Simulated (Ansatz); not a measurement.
# C3H6OSSi: the cost of one run

Method: RKS PBE0/def2-SVP, in Ansatz 0.2.0.

## (1) The structure to begin with

Bond lengths: C1–C2 1.235 Å, C2–C3 1.273 Å, C3–O4 1.376 Å, C3–Si5 1.852 Å, Si5–S6 2.170 Å, C1–H7 1.092 Å, C1–H8 1.128 Å, O4–H9 1.042 Å, Si5–H10 1.472 Å, Si5–H11 1.459 Å, S6–H12 1.322 Å. Angles (14 of 15 angles, heavy atoms first): C1–C2–C3 177.8°, C2–C3–O4 121.8°, C2–C3–Si5 121.6°, O4–C3–Si5 116.5°, C3–Si5–S6 108.3°, C2–C1–H7 123.8°, C2–C1–H8 120.5°, C3–O4–H9 102.2°, C3–Si5–H10 110.9°, C3–Si5–H11 113.3°, S6–Si5–H10 105.6°, S6–Si5–H11 107.8°, Si5–S6–H12 97.0°, H7–C1–H8 115.5°.

Structure file:

```xyz
12

C    -2.1486    0.3851   -0.1252
C    -1.0313   -0.1309   -0.2238
C     0.0994   -0.7066   -0.3216
O     0.2118   -2.0746   -0.4131
Si    1.6829    0.2537   -0.2903
S     2.0822    0.8433    1.7597
H    -2.6769    0.5134    0.8223
H    -2.6482    0.8465   -1.0251
H    -0.7807   -2.3823   -0.3391
H     1.5490    1.5110   -1.0441
H     2.8304   -0.5116   -0.7660
H     0.9069    1.3977    2.0004
```

## (2) End point A

The input, input.yaml:

```yaml
crystal:
  periodic: [false, false, false]
  atoms:
    - { symbol: C, position_ang: [-2.1486, 0.3851, -0.1252] }
    - { symbol: C, position_ang: [-1.0313, -0.1309, -0.2238] }
    - { symbol: C, position_ang: [0.0994, -0.7066, -0.3216] }
    - { symbol: O, position_ang: [0.2118, -2.0746, -0.4131] }
    - { symbol: Si, position_ang: [1.6829, 0.2537, -0.2903] }
    - { symbol: S, position_ang: [2.0822, 0.8433, 1.7597] }
    - { symbol: H, position_ang: [-2.6769, 0.5134, 0.8223] }
    - { symbol: H, position_ang: [-2.6482, 0.8465, -1.0251] }
    - { symbol: H, position_ang: [-0.7807, -2.3823, -0.3391] }
    - { symbol: H, position_ang: [1.549, 1.511, -1.0441] }
    - { symbol: H, position_ang: [2.8304, -0.5116, -0.766] }
    - { symbol: H, position_ang: [0.9069, 1.3977, 2.0004] }
basis:
  gaussian: { orbitals: def2-SVP }
hamiltonian:
  xc: pbe0
relax:
  f_tol: 0.02
  max_steps: 50
```

Launch:

```bash
$ ansatz run input.yaml --threads 2 --pin off --max-ram 3072MiB --backend cpu --events-out ev --progress --plain --runs-dir out
```

**Question.** How long does this run take on 2 threads of Arm Neoverse V1, shared host, and how much memory does it need?

About 76 s, with a peak of 0.3 GiB.
